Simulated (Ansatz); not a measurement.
# TaO+ (triplet): from Hartree-Fock to the top rungs, def2-TZVPP

The task here is to estimate one member of a computed series from the others.

Computed with Ansatz 0.2.0, Gaussian basis. Level: def2-TZVPP, core rule «outside noble gas», up to 5 orbitals frozen.

To be run: UHF; ROHF; CCSD(T) on UHF.

2 further runs of the same task are left out: 2 set aside as unsound or not needed.

## The geometry

The geometry is a PBE0/def2-TZVP stationary point (not a proven minimum) of the parent state, kept for this charge and spin. No spin-orbit coupling is included. Elements past krypton take def2 core potentials.

2 atoms, charge 1, spin multiplicity 3.

Atoms are counted from 1 here; the program's logs count them from 0.

Bond lengths: Ta1–O2 1.683 Å.

The first run:

in.yaml

```yaml
crystal:
  periodic: [false, false, false]
  atoms:
    - {symbol: Ta, position_ang: [0.000000, 0.000000, 0.000000]}
    - {symbol: O, position_ang: [0.000000, 0.000000, 1.683400]}
basis:
  gaussian: {orbitals: def2-TZVPP}
total_charge: 1
magnetization: {spin_polarized: true, initial_magnetization: 2}
hamiltonian: {xc: hf}
output: {orbitals: {seedname: orbitals}}
```

Run with:

```console
ansatz run in.yaml --threads 1 --pin off --events-out ev --progress --plain --max-ram 4096MiB --backend cpu
```

Among the steps run: UHF; ROHF; CCSD(T) on UHF.

One of the session's tables, all rows but one given; the rest of the session is left out.

```
  method  from UCCSD(T) (meV)
    ROHF              +9784.0
     UHF              +9593.9
    UMP2               +102.6
   UCCSD                    ?
UCCSD(T)                    0
```

Estimate the missing values for UCCSD.

As computed: from UCCSD(T) (meV): +619.7. In the column «from UCCSD(T) (meV)» it lies between UMP2 (+102.6) and UHF (+9593.9).
